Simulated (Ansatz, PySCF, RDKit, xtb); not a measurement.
**C2H5F3GeSi: ranking a sample of isomers**

A sample of isomers of C2H5F3GeSi is drawn. Aim: find which of them has the lowest free energy at 298.15 K, then its properties. The sample is small against all isomers, and the most stable one of this formula need not be in it.

Plan: many cheap relaxations first (GFN2-xTB), then density-functional screening, relaxation at r2SCAN-D4/def2-SVP, vibrations (at GFN2-xTB) and a final energy. The numbers are computed, not measured.

### 1 Candidates

Isomers were taken from a list of plausible structures; this is a sample, not all of them. That gives 4 candidates.

```csv
label,SMILES,spin
c211,F[C@H]1[GeH2][SiH2]C1(F)F,singlet
c720,F[C@@H]1[C@@H](F)[GeH2][Si@@H]1F,singlet
c822,FC(F)=C(F)[SiH2][GeH3],singlet
c933,F/[C](=C/[SiH3])[GeH]([F])[F],singlet
```

Candidates are built by distance geometry, with a force field where one applies, in up to four conformers (letters a to d).

Q: Predict the outcome of this search (final energies at CCSD(T)/def2-SVP + MP2/def2-TZVPP - MP2/def2-SVP).

| quantity | value |
| --- | --- |
| lowest structure found | F/[C](=C/[SiH3])[GeH]([F])[F], singlet |
| next finalist | F[C@@H]1[C@@H](F)[GeH2][Si@@H]1F, singlet, 21.8 kcal/mol higher in G |
| share at equilibrium, among the finalists | 100.0 % |
| dipole moment (PBE0/def2-SVPD) | 1.98 D |
| HOMO energy (PBE0/def2-SVPD) | -8.38 eV |
| LUMO energy (PBE0/def2-SVPD) | -1.70 eV |
| HOMO–LUMO gap (PBE0/def2-SVPD) | 6.68 eV |
| lowest excitation (TD-PBE0/def2-SVPD) | 6.09 eV (f = 0.256) |
| lowest triplet excitation, same level, Tamm-Dancoff | 3.80 eV |
| vertical ionisation energy | 10.35 eV |
| vertical electron affinity | -0.02 eV (unbound: the value depends on the basis) |
| vertical triplet less singlet | +3.76 eV |

The lowest structure found is `F/[C](=C/[SiH3])[GeH]([F])[F]`. The margin of 21.8 kcal/mol over the next finalist is beyond the usual error of the last level; it says nothing of structures that weren't ranked. GFN2-xTB, r2SCAN-D4/def2-SVP, r2SCAN-D4/def2-SVP, relaxed, HF/def2-SVP and MP2/def2-SVP already put its bonding pattern lowest among the structures in one piece; HF/STO-3G favours the singlet F[C@@H]1[C@@H](F)[GeH2][Si@@H]1F. The search is not exhaustive (a finite list of starts, one conformer a finalist), so a lower isomer can't be ruled out. Only 4 drawn patterns were tried, so whole families of isomers are missing, and the result ranks this sample alone.
